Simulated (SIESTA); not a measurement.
Crystal: AlPd.

```
Pd Al
1.0
     4.86579    0.00000    0.00000
     0.00000    4.86579    0.00000
     0.00000    0.00000    4.86579
Pd Al
4 4
Direct
  0.85177 0.64823 0.35177
  0.64823 0.35177 0.85177
  0.35177 0.85177 0.64823
  0.14823 0.14823 0.14823
  0.15555 0.34445 0.65555
  0.34445 0.65555 0.15555
  0.65555 0.15555 0.34445
  0.84445 0.84445 0.84445
```

The cell comes from a database or a generator and needn't be the stable form of this composition.

- Program: SIESTA 5.4.2
- Task: single point
- Functional: PBEsol
- Potentials or basis: PseudoDojo 0.4 standard (PBEsol files)
- Basis: DZP (energy shift 0.003 Ry; two zetas on semicore shells)
- Grid cutoff: 800 Ry
- Energy shift: 0.003 Ry
- k mesh: 6 × 6 × 6
- Occupations: fermi-dirac, width 0.05 eV
- Spin: no spin polarisation

On this cell: pressure -0.7 GPa; largest force 0.013 eV/Å; band gap on the k mesh none (metal or under the smearing width).

The same run follows on a disturbed copy (atoms moved at random, drawn with an rms of 0.05 Å):

```
Pd Al
1.0
     4.86579    0.00000    0.00000
     0.00000    4.86579    0.00000
     0.00000    0.00000    4.86579
Pd Al
4 4
Direct
  0.84819 0.65354 0.35072
  0.65491 0.35392 0.85550
  0.34406 0.84714 0.66216
  0.15072 0.14287 0.14911
  0.15043 0.34570 0.64864
  0.35177 0.64896 0.14786
  0.65942 0.15485 0.35140
  0.85039 0.83144 0.84187
```

Task: What does the disturbed cell give?

Result: The energy (extrapolated to zero smearing) moves by +13.1 meV/atom; pressure -0.5 GPa; largest force 0.887 eV/Å; band gap on the k mesh none (metal or under the smearing width).

Forces in eV/Å, atoms in the order of the input:
```
Pd   0.201 -0.223 -0.053
Pd  -0.235 -0.536 -0.145
Pd   0.451  0.213 -0.734
Pd  -0.008  0.109 -0.011
Al   0.356 -0.259  0.236
Al  -0.373  0.208  0.589
Al  -0.197 -0.054 -0.090
Al  -0.194  0.542  0.207
```

Stress tensor (GPa, compression positive):
```
-0.65 -0.23 -0.39
-0.23 -0.42  0.22
-0.39  0.22 -0.32
```

Caveats: the basis of atomic orbitals isn't converged, which shifts pressures, moduli and gaps.
